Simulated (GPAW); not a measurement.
# AgRh (P-6m2) in GPAW: settings compared

The runs below take AgRh through relaxation of cell and atoms, with PBEsol+D3(BJ), PBEsol+D3(BJ)+ATM, PBEsol+D4.

Program: GPAW 26.7.0. These are calculated values, not measurements. Logs are shortened: lines on timing, memory, paths and dates and some standing lists are left out, and cuts for length are marked. The log counts tension as positive stress, the text compression.

## Step 1: The structure

Symmetry: P-6m2, No. 187, hexagonal system. Conventional cell: a = 2.778 Å, b = 2.778 Å, c = 4.809 Å, α = 90.00°, β = 90.00°, γ = 120.00°. Around Ag (site symmetry -6m2) lie 6 Ag at 2.78 Å and 6 Rh at 2.89 Å. Rh (site symmetry -6m2) has 6 Rh at 2.78 Å and 6 Ag at 2.89 Å as nearest neighbours.

The cell comes from a database or a generator and needn't be the stable form of this composition.

## Step 2: Relaxation of cell and atoms, PBEsol+D3(BJ)

run.py reads:

```python
from ase import Atoms
from ase.calculators.mixing import SumCalculator
from ase.filters import FrechetCellFilter
from ase.io import write
from ase.optimize import BFGS
from dftd3.ase import DFTD3
from gpaw import GPAW, PW, setup_paths

setup_paths.insert(0, '.')

atoms = Atoms(['Ag', 'Rh'],
              cell=[[2.7775881998, 0.0, 0.0],
                    [-1.3887940999, 2.4054619423, 0.0],
                    [0.0, 0.0, 4.808602]],
              scaled_positions=[[0.0, 0.0, 0.5],
                                [0.6666666667, 0.3333333333, 0.0]],
              pbc=True)

calc = GPAW(mode=PW(600),
            xc='PBEsol',
            kpts={'size': (8, 8, 4), 'gamma': True},
            occupations={'name': 'fermi-dirac', 'width': 0.05},
            nbands=29,
            convergence={'density': 1e-05, 'forces': 0.0001},
            maxiter=150,
            txt='gpaw.txt')
atoms.calc = SumCalculator([calc, DFTD3(method='pbesol', damping='d3bj')])
opt = BFGS(FrechetCellFilter(atoms), trajectory='relax.traj', logfile='-')
done = opt.run(fmax=0.02, steps=60)
calc.write('gs.gpw')
write('result.traj', atoms)
print('Converged:', done)
print('Cell:', atoms.cell.cellpar().round(4))
print('Volume:', round(atoms.get_volume(), 4))
print(atoms.get_scaled_positions().round(5))
```

Potentials or basis: PAW data sets generated in the run's folder for this functional, pw.

Started as:

```
> gpaw-setup -f PBEsol Ag Rh
> OMP_NUM_THREADS=1 python run.py
```

gpaw.txt:

```text
__  _  _
 | _ |_)|_||  |
 |__||  | ||/\| - 26.7.0

Input parameters:
  mode=PW(ecut=600.0),
  convergence={'density': 1e-05, 'forces': 0.0001},
  kpts=MonkhorstPack(size=(8, 8, 4), gamma=True),
  maxiter=150,
  nbands=29,
  occupations=Occupations(name='fermi-dirac', width=0.05),
  xc=XC(name='PBEsol')

Diagonalizing LCAO Hamiltonian
Converting LCAO to pw mode

       Ag

           Rh

Atoms  # Å, Bohr magnetons
|   | symbol |        x |        y |        z |    initial magnetic moments |
|---|--------|----------|----------|----------|-----------------------------|
| 0 |     Ag | 0.000000 | 0.000000 | 2.404301 | ( 0.0000,  0.0000,  0.0000) |
| 1 |     Rh | 1.388794 | 0.801821 | 0.000000 | ( 0.0000,  0.0000,  0.0000) |

Unit cell  # Å
| periodic |         x |        y |        z |  lengths |     angles |
|----------|-----------|----------|----------|----------|------------|
|      yes |  2.777588 | 0.000000 | 0.000000 | 2.777588 |  90.000000 |
|      yes | -1.388794 | 2.405462 | 0.000000 | 2.777588 |  90.000000 |
|      yes |  0.000000 | 0.000000 | 4.808602 | 4.808602 | 120.000000 |

Number of symmetries: 12
Symmetry operations  # r_c * U_cc + t_c -> r_c
|    | kind |            matrix            |
|----|------|------------------------------|
|  0 |  σ   |  1, 1, 0,  0,-1, 0,  0, 0, 1 |
|  1 |  C2  |  1, 1, 0,  0,-1, 0,  0, 0,-1 |
|  2 |  E   |  1, 0, 0,  0, 1, 0,  0, 0, 1 |
|  3 |  σ   |  1, 0, 0,  0, 1, 0,  0, 0,-1 |
|  4 |  C3  |  0, 1, 0, -1,-1, 0,  0, 0, 1 |
|  5 |  S3  |  0, 1, 0, -1,-1, 0,  0, 0,-1 |
|  6 |  σ   |  0,-1, 0, -1, 0, 0,  0, 0, 1 |
|  7 |  C2  |  0,-1, 0, -1, 0, 0,  0, 0,-1 |
|  8 |  σ   | -1, 0, 0,  1, 1, 0,  0, 0, 1 |
[... 196 lines left out ...]
No gap
No difference between direct/indirect transitions

Stress tensor  # eV/Ang^3
|        x |        y |        z |
|----------|----------|----------|
| 0.057929 | 0.000000 | 0.000000 |
| 0.000000 | 0.057929 | 0.000000 |
| 0.000000 | 0.000000 | 0.064312 |

Forces  # eV/Ang
|        x |        y |       z |
|----------|----------|---------|
| -0.00000 |  0.00000 | 0.00000 |  # Ag   0
| -0.00000 | -0.00000 | 0.00000 |  # Rh   1

Interpolating wave functions to new cell

       Ag

           Rh

Atoms  # Å, Bohr magnetons
|   | symbol |        x |         y |         z |    initial magnetic moments |
|---|--------|----------|-----------|-----------|-----------------------------|
| 0 |     Ag | 0.000000 | -0.000000 |  2.377072 | ( 0.0000,  0.0000,  0.0000) |
| 1 |     Rh | 1.374123 |  0.793350 | -0.000000 | ( 0.0000,  0.0000,  0.0000) |

Unit cell  # Å
| periodic |         x |         y |         z |  lengths |     angles |
|----------|-----------|-----------|-----------|----------|------------|
|      yes |  2.748245 | -0.000000 | -0.000000 | 2.748245 |  90.000000 |
|      yes | -1.374123 |  2.380050 |  0.000000 | 2.748245 |  90.000000 |
|      yes | -0.000000 |  0.000000 |  4.754145 | 4.754145 | 120.000000 |

Number of symmetries: 12
Symmetry operations  # r_c * U_cc + t_c -> r_c
|    | kind |            matrix            |
|----|------|------------------------------|
|  0 |  σ   |  1, 1, 0,  0,-1, 0,  0, 0, 1 |
|  1 |  C2  |  1, 1, 0,  0,-1, 0,  0, 0,-1 |
|  2 |  E   |  1, 0, 0,  0, 1, 0,  0, 0, 1 |
|  3 |  σ   |  1, 0, 0,  0, 1, 0,  0, 0,-1 |
|  4 |  C3  |  0, 1, 0, -1,-1, 0,  0, 0, 1 |
|  5 |  S3  |  0, 1, 0, -1,-1, 0,  0, 0,-1 |
|  6 |  σ   |  0,-1, 0, -1, 0, 0,  0, 0, 1 |
|  7 |  C2  |  0,-1, 0, -1, 0, 0,  0, 0,-1 |
|  8 |  σ   | -1, 0, 0,  1, 1, 0,  0, 0, 1 |
[... 195 lines left out ...]
No gap
No difference between direct/indirect transitions

Stress tensor  # eV/Ang^3
|        x |        y |        z |
|----------|----------|----------|
| 0.026794 | 0.000000 | 0.000000 |
| 0.000000 | 0.026794 | 0.000000 |
| 0.000000 | 0.000000 | 0.037817 |

Forces  # eV/Ang
|       x |       y |       z |
|---------|---------|---------|
| 0.00000 | 0.00000 | 0.00000 |  # Ag   0
| 0.00000 | 0.00000 | 0.00000 |  # Rh   1

Interpolating wave functions to new cell

       Ag

           Rh

Atoms  # Å, Bohr magnetons
|   | symbol |        x |         y |         z |    initial magnetic moments |
|---|--------|----------|-----------|-----------|-----------------------------|
| 0 |     Ag | 0.000000 | -0.000000 |  2.313695 | ( 0.0000,  0.0000,  0.0000) |
| 1 |     Rh | 1.342949 |  0.775352 | -0.000000 | ( 0.0000,  0.0000,  0.0000) |

Unit cell  # Å
| periodic |         x |         y |         z |  lengths |     angles |
|----------|-----------|-----------|-----------|----------|------------|
|      yes |  2.685898 | -0.000000 | -0.000000 | 2.685898 |  90.000000 |
|      yes | -1.342949 |  2.326056 |  0.000000 | 2.685898 |  90.000000 |
|      yes | -0.000000 |  0.000000 |  4.627389 | 4.627389 | 120.000000 |

Number of symmetries: 12
Symmetry operations  # r_c * U_cc + t_c -> r_c
|    | kind |            matrix            |
|----|------|------------------------------|
|  0 |  σ   |  1, 1, 0,  0,-1, 0,  0, 0, 1 |
|  1 |  C2  |  1, 1, 0,  0,-1, 0,  0, 0,-1 |
|  2 |  E   |  1, 0, 0,  0, 1, 0,  0, 0, 1 |
|  3 |  σ   |  1, 0, 0,  0, 1, 0,  0, 0,-1 |
|  4 |  C3  |  0, 1, 0, -1,-1, 0,  0, 0, 1 |
|  5 |  S3  |  0, 1, 0, -1,-1, 0,  0, 0,-1 |
|  6 |  σ   |  0,-1, 0, -1, 0, 0,  0, 0, 1 |
|  7 |  C2  |  0,-1, 0, -1, 0, 0,  0, 0,-1 |
|  8 |  σ   | -1, 0, 0,  1, 1, 0,  0, 0, 1 |
[... 196 lines left out ...]
No gap
No difference between direct/indirect transitions

Stress tensor  # eV/Ang^3
|         x |         y |         z |
|-----------|-----------|-----------|
| -0.065011 | -0.000000 |  0.000000 |
| -0.000000 | -0.065011 |  0.000000 |
|  0.000000 |  0.000000 | -0.045039 |

Forces  # eV/Ang
|        x |        y |       z |
|----------|----------|---------|
| -0.00000 | -0.00000 | 0.00000 |  # Ag   0
|  0.00000 |  0.00000 | 0.00000 |  # Rh   1

Interpolating wave functions to new cell

       Ag

           Rh

Atoms  # Å, Bohr magnetons
|   | symbol |        x |         y |         z |    initial magnetic moments |
|---|--------|----------|-----------|-----------|-----------------------------|
| 0 |     Ag | 0.000000 | -0.000000 |  2.321177 | ( 0.0000,  0.0000,  0.0000) |
| 1 |     Rh | 1.349006 |  0.778849 | -0.000000 | ( 0.0000,  0.0000,  0.0000) |

Unit cell  # Å
| periodic |         x |         y |         z |  lengths |     angles |
|----------|-----------|-----------|-----------|----------|------------|
|      yes |  2.698011 | -0.000000 | -0.000000 | 2.698011 |  90.000000 |
|      yes | -1.349006 |  2.336546 |  0.000000 | 2.698011 |  90.000000 |
|      yes | -0.000000 |  0.000000 |  4.642353 | 4.642353 | 120.000000 |

Number of symmetries: 12
Symmetry operations  # r_c * U_cc + t_c -> r_c
|    | kind |            matrix            |
|----|------|------------------------------|
|  0 |  σ   |  1, 1, 0,  0,-1, 0,  0, 0, 1 |
|  1 |  C2  |  1, 1, 0,  0,-1, 0,  0, 0,-1 |
|  2 |  E   |  1, 0, 0,  0, 1, 0,  0, 0, 1 |
|  3 |  σ   |  1, 0, 0,  0, 1, 0,  0, 0,-1 |
|  4 |  C3  |  0, 1, 0, -1,-1, 0,  0, 0, 1 |
|  5 |  S3  |  0, 1, 0, -1,-1, 0,  0, 0,-1 |
|  6 |  σ   |  0,-1, 0, -1, 0, 0,  0, 0, 1 |
|  7 |  C2  |  0,-1, 0, -1, 0, 0,  0, 0,-1 |
|  8 |  σ   | -1, 0, 0,  1, 1, 0,  0, 0, 1 |
[... 194 lines left out ...]
No gap
No difference between direct/indirect transitions

Stress tensor  # eV/Ang^3
|         x |         y |         z |
|-----------|-----------|-----------|
| -0.045808 | -0.000000 |  0.000000 |
| -0.000000 | -0.045808 |  0.000000 |
|  0.000000 |  0.000000 | -0.030429 |

Forces  # eV/Ang
|        x |       y |       z |
|----------|---------|---------|
|  0.00000 | 0.00000 | 0.00000 |  # Ag   0
| -0.00000 | 0.00000 | 0.00000 |  # Rh   1

Interpolating wave functions to new cell

       Ag

           Rh

Atoms  # Å, Bohr magnetons
|   | symbol |        x |         y |         z |    initial magnetic moments |
|---|--------|----------|-----------|-----------|-----------------------------|
| 0 |     Ag | 0.000000 | -0.000000 |  2.318079 | ( 0.0000,  0.0000,  0.0000) |
| 1 |     Rh | 1.349723 |  0.779263 | -0.000000 | ( 0.0000,  0.0000,  0.0000) |

Unit cell  # Å
| periodic |         x |         y |         z |  lengths |     angles |
|----------|-----------|-----------|-----------|----------|------------|
|      yes |  2.699446 | -0.000000 | -0.000000 | 2.699446 |  90.000000 |
|      yes | -1.349723 |  2.337789 |  0.000000 | 2.699446 |  90.000000 |
|      yes | -0.000000 |  0.000000 |  4.636158 | 4.636158 | 120.000000 |

Number of symmetries: 12
Symmetry operations  # r_c * U_cc + t_c -> r_c
|    | kind |            matrix            |
|----|------|------------------------------|
|  0 |  σ   |  1, 1, 0,  0,-1, 0,  0, 0, 1 |
|  1 |  C2  |  1, 1, 0,  0,-1, 0,  0, 0,-1 |
|  2 |  E   |  1, 0, 0,  0, 1, 0,  0, 0, 1 |
|  3 |  σ   |  1, 0, 0,  0, 1, 0,  0, 0,-1 |
|  4 |  C3  |  0, 1, 0, -1,-1, 0,  0, 0, 1 |
|  5 |  S3  |  0, 1, 0, -1,-1, 0,  0, 0,-1 |
|  6 |  σ   |  0,-1, 0, -1, 0, 0,  0, 0, 1 |
|  7 |  C2  |  0,-1, 0, -1, 0, 0,  0, 0,-1 |
|  8 |  σ   | -1, 0, 0,  1, 1, 0,  0, 0, 1 |
[... 192 lines left out ...]
No gap
No difference between direct/indirect transitions

Stress tensor  # eV/Ang^3
|         x |         y |         z |
|-----------|-----------|-----------|
| -0.045078 | -0.000000 |  0.000000 |
| -0.000000 | -0.045078 |  0.000000 |
|  0.000000 |  0.000000 | -0.032330 |

Forces  # eV/Ang
|       x |       y |       z |
|---------|---------|---------|
| 0.00000 | 0.00000 | 0.00000 |  # Ag   0
| 0.00000 | 0.00000 | 0.00000 |  # Rh   1

Interpolating wave functions to new cell

       Ag

           Rh

Atoms  # Å, Bohr magnetons
|   | symbol |        x |         y |         z |    initial magnetic moments |
|---|--------|----------|-----------|-----------|-----------------------------|
| 0 |     Ag | 0.000000 | -0.000000 |  2.302672 | ( 0.0000,  0.0000,  0.0000) |
| 1 |     Rh | 1.353187 |  0.781263 | -0.000000 | ( 0.0000,  0.0000,  0.0000) |

Unit cell  # Å
| periodic |         x |         y |         z |  lengths |     angles |
|----------|-----------|-----------|-----------|----------|------------|
|      yes |  2.706374 | -0.000000 |  0.000000 | 2.706374 |  90.000000 |
|      yes | -1.353187 |  2.343789 | -0.000000 | 2.706374 |  90.000000 |
|      yes | -0.000000 |  0.000000 |  4.605345 | 4.605345 | 120.000000 |

Number of symmetries: 12
Symmetry operations  # r_c * U_cc + t_c -> r_c
|    | kind |            matrix            |
|----|------|------------------------------|
|  0 |  σ   |  1, 1, 0,  0,-1, 0,  0, 0, 1 |
|  1 |  C2  |  1, 1, 0,  0,-1, 0,  0, 0,-1 |
|  2 |  E   |  1, 0, 0,  0, 1, 0,  0, 0, 1 |
|  3 |  σ   |  1, 0, 0,  0, 1, 0,  0, 0,-1 |
|  4 |  C3  |  0, 1, 0, -1,-1, 0,  0, 0, 1 |
|  5 |  S3  |  0, 1, 0, -1,-1, 0,  0, 0,-1 |
|  6 |  σ   |  0,-1, 0, -1, 0, 0,  0, 0, 1 |
|  7 |  C2  |  0,-1, 0, -1, 0, 0,  0, 0,-1 |
|  8 |  σ   | -1, 0, 0,  1, 1, 0,  0, 0, 1 |
[... 194 lines left out ...]
No gap
No difference between direct/indirect transitions

Stress tensor  # eV/Ang^3
|         x |         y |         z |
|-----------|-----------|-----------|
| -0.042134 | -0.000000 |  0.000000 |
| -0.000000 | -0.042134 |  0.000000 |
|  0.000000 |  0.000000 | -0.042027 |

Forces  # eV/Ang
|       x |        y |       z |
|---------|----------|---------|
| 0.00000 | -0.00000 | 0.00000 |  # Ag   0
| 0.00000 | -0.00000 | 0.00000 |  # Rh   1

# Writing to gs.gpw (mode='')
```

It took 69 s on 1 thread of Intel Xeon Platinum 8488C (Sapphire Rapids), shared host; peak memory 0.25 GiB.

What came out:

| Quantity | Value |
| --- | --- |
| Free energy | -12.2666 eV |
| Relaxed volume | 14.61 Å³/atom |
| Relaxed cell | a = 2.706 Å, b = 2.706 Å, c = 4.605 Å, α = 90.00°, β = 90.00°, γ = 120.00° |
| Space group after relaxing (to 0.05 Å) | P-6m2 (No. 187) |
| Energy gained by relaxing | 77.8 meV/atom |
| Ionic steps | 6 |
| Pressure after relaxing | 0.0 GPa |
| Band gap on the k mesh | none (metal or under the smearing width) |
| Dispersion energy per atom | -0.603 eV |

Step by step:
```tsv
step	energy change (eV)	largest force (eV/Å)	pressure (GPa)	volume (Å³)
1	0.0000	0.0000	-15.19	32.13
2	-0.0848	0.0000	-10.81	31.10
3	-0.1511	0.0000	2.51	28.91
4	-0.1539	0.0000	-0.16	29.27
5	-0.1545	0.0000	-0.14	29.26
6	-0.1556	0.0000	0.04	29.21
```

Final structure:
```cif
data_structure
_symmetry_space_group_name_H-M 'P 1'
_symmetry_Int_Tables_number 1
_cell_length_a 2.7064
_cell_length_b 2.7064
_cell_length_c 4.6053
_cell_angle_alpha 90.000
_cell_angle_beta 90.000
_cell_angle_gamma 120.000
_cell_volume 29.21
loop_
_atom_site_label
_atom_site_type_symbol
_atom_site_fract_x
_atom_site_fract_y
_atom_site_fract_z
_atom_site_occupancy
Ag1 Ag 0.00000 0.00000 0.50000 1
Rh1 Rh 0.66667 0.33333 0.00000 1
```

Levels at points of the mesh, in eV from the Fermi level:
```tsv
k point	band 12	band 13	band 14	band 15	band 16	band 17	band 18	band 19	band 20	band 21
(0.00, 0.00, 0.00)	-3.30	-3.30	-2.05	-2.05	0.01	0.11	0.11	6.26	16.88	18.09
(0.00, 0.00, 0.50)	-3.44	-3.44	-2.85	-1.75	-1.75	0.06	0.06	12.68	13.75	17.21
(0.50, 0.50, 0.00)	-3.02	-2.19	-1.98	-0.05	1.26	1.95	4.31	9.09	9.27	12.76
(0.50, 0.50, 0.50)	-2.21	-1.84	-0.75	-0.22	1.26	1.58	2.51	7.13	8.65	15.60
```

Caveat: later steps reuse the first step's grids; pairwise dispersion overbinds metals, which lowers pressure and volume.

## Step 3: Relaxation of cell and atoms, PBEsol+D3(BJ)+ATM

Changes to run.py since step 2:

```diff
@@ -26,3 +26,3 @@
             txt='gpaw.txt')
-atoms.calc = SumCalculator([calc, DFTD3(method='pbesol', damping='d3bj')])
+atoms.calc = SumCalculator([calc, DFTD3(damping='d3bj', params_tweaks=dict(method='pbesol', atm=True))])
 opt = BFGS(FrechetCellFilter(atoms), trajectory='relax.traj', logfile='-')
```

Potentials or basis: PAW data sets generated in the run's folder for this functional, pw.

Started as:

```
> gpaw-setup -f PBEsol Ag Rh
> OMP_NUM_THREADS=1 python run.py
```

It took 72 s on 1 thread of Intel Xeon Platinum 8488C (Sapphire Rapids), shared host; peak memory 0.25 GiB.

The run converged. Its results:

| Quantity | Value |
| --- | --- |
| Free energy | -12.1136 eV |
| Relaxed volume | 14.73 Å³/atom |
| Relaxed cell | a = 2.713 Å, b = 2.713 Å, c = 4.621 Å, α = 90.00°, β = 90.00°, γ = 120.00° |
| Space group after relaxing (to 0.05 Å) | P-6m2 (No. 187) |
| Energy gained by relaxing | 64.8 meV/atom |
| Ionic steps | 6 |
| Pressure after relaxing | 0.0 GPa |
| Band gap on the k mesh | none (metal or under the smearing width) |
| Dispersion energy per atom | -0.522 eV |

The path:
| step | energy change (eV) | largest force (eV/Å) | pressure (GPa) | volume (Å³) |
| --- | --- | --- | --- | --- |
| 1 | 0.0000 | 0.0000 | -13.89 | 32.13 |
| 2 | -0.0708 | 0.0000 | -9.80 | 31.18 |
| 3 | -0.1260 | 0.0000 | 2.01 | 29.21 |
| 4 | -0.1280 | 0.0000 | -0.09 | 29.50 |
| 5 | -0.1285 | 0.0000 | -0.15 | 29.50 |
| 6 | -0.1295 | 0.0000 | 0.00 | 29.46 |

Final structure:
```
Ag Rh
1.0
     2.71336    0.00000    0.00000
    -1.35668    2.34984    0.00000
     0.00000    0.00000    4.62059
Ag Rh
1 1
Direct
  0.00000 0.00000 0.50000
  0.66667 0.33333 0.00000
```

Levels at points of the mesh, in eV from the Fermi level:
```csv
k point,band 14,band 15,band 16,band 17,band 18,band 19
"(0.00, 0.00, 0.00)",-2.02,-2.02,0.02,0.11,0.11,6.18
"(0.00, 0.00, 0.50)",-2.82,-1.73,-1.73,0.06,0.06,12.60
"(0.50, 0.50, 0.00)",-1.95,-0.06,1.24,1.93,4.28,9.03
"(0.50, 0.50, 0.50)",-0.74,-0.21,1.25,1.58,2.50,7.06
```

Caveat: later steps reuse the first step's grids; pairwise dispersion overbinds metals, which lowers pressure and volume.

## Step 4: Relaxation of cell and atoms, PBEsol+D4

Changes to run.py since step 3:

```diff
@@ -5,3 +5,3 @@
 from ase.optimize import BFGS
-from dftd3.ase import DFTD3
+from dftd4.ase import DFTD4
 from gpaw import GPAW, PW, setup_paths
@@ -26,3 +26,3 @@
             txt='gpaw.txt')
-atoms.calc = SumCalculator([calc, DFTD3(damping='d3bj', params_tweaks=dict(method='pbesol', atm=True))])
+atoms.calc = SumCalculator([calc, DFTD4(method='pbesol')])
 opt = BFGS(FrechetCellFilter(atoms), trajectory='relax.traj', logfile='-')
```

Started as:

```
> gpaw-setup -f PBEsol Ag Rh
> OMP_NUM_THREADS=1 python run.py
```

It took 89 s on 1 thread of Intel Xeon Platinum 8488C (Sapphire Rapids), shared host; peak memory 0.27 GiB.

Results (log left out):

| Property | Result |
| --- | --- |
| Free energy | -11.9124 eV |
| Relaxed volume | 14.79 Å³/atom |
| Relaxed cell | a = 2.717 Å, b = 2.717 Å, c = 4.627 Å, α = 90.00°, β = 90.00°, γ = 120.00° |
| Space group after relaxing (to 0.05 Å) | P-6m2 (No. 187) |
| Energy gained by relaxing | 58.9 meV/atom |
| Ionic steps | 6 |
| Pressure after relaxing | 0.0 GPa |
| Band gap on the k mesh | none (metal or under the smearing width) |
| Dispersion energy per atom | -0.420 eV |

The path:
| step | energy change (eV) | largest force (eV/Å) | pressure (GPa) | volume (Å³) |
| --- | --- | --- | --- | --- |
| 1 | 0.0000 | 0.0000 | -13.20 | 32.13 |
| 2 | -0.0640 | 0.0000 | -9.31 | 31.23 |
| 3 | -0.1146 | 0.0000 | 1.81 | 29.34 |
| 4 | -0.1163 | 0.0000 | -0.07 | 29.60 |
| 5 | -0.1167 | 0.0000 | -0.16 | 29.61 |
| 6 | -0.1178 | 0.0000 | -0.05 | 29.58 |

Final structure:
```xyz
2
Lattice="2.7168 0.0000 0.0000 -1.3584 2.3528 0.0000 0.0000 0.0000 4.6272" Properties=species:S:1:pos:R:3 pbc="T T T"
Ag    0.0000    0.0000    2.3136
Rh    1.3584    0.7843    0.0000
```

Levels at points of the mesh, in eV from the Fermi level:
```
           k point  band 14  band 15  band 16  band 17  band 18  band 19
(0.00, 0.00, 0.00)    -2.01    -2.01     0.03     0.11     0.11     6.15
(0.00, 0.00, 0.50)    -2.80    -1.72    -1.72     0.06     0.06    12.56
(0.50, 0.00, 0.00)    -1.93    -0.06     1.23     1.93     4.26     9.00
(0.50, 0.00, 0.50)    -0.73    -0.21     1.24     1.58     2.49     7.03
(0.50, 0.50, 0.00)    -1.93    -0.06     1.23     1.93     4.26     9.00
(0.50, 0.50, 0.50)    -0.73    -0.21     1.24     1.58     2.49     7.03
```

Caveat: later steps reuse the first step's grids; pairwise dispersion overbinds metals, which lowers pressure and volume.

## Step 5: Summary

| level | gap on the mesh (eV) | pressure (GPa) | relaxed volume (Å³/atom) |
| --- | --- | --- | --- |
| PBEsol+D3(BJ) | none | 0.0 | 14.61 |
| PBEsol+D3(BJ)+ATM | none | 0.0 | 14.73 |
| PBEsol+D4 | none | 0.0 | 14.79 |

Alike in all rows: task relaxation of cell and atoms; potentials or basis PAW data sets generated in the run's folder for this functional, pw; no spin polarisation; cell relaxed; k mesh 8 × 8 × 4; cutoff (eV) 600; smearing fermi-dirac 0.05 eV.

Caveats: later steps reuse the first step's grids; pairwise dispersion overbinds metals, which lowers pressure and volume.

Absolute energies hang on the potentials; compare differences alone.
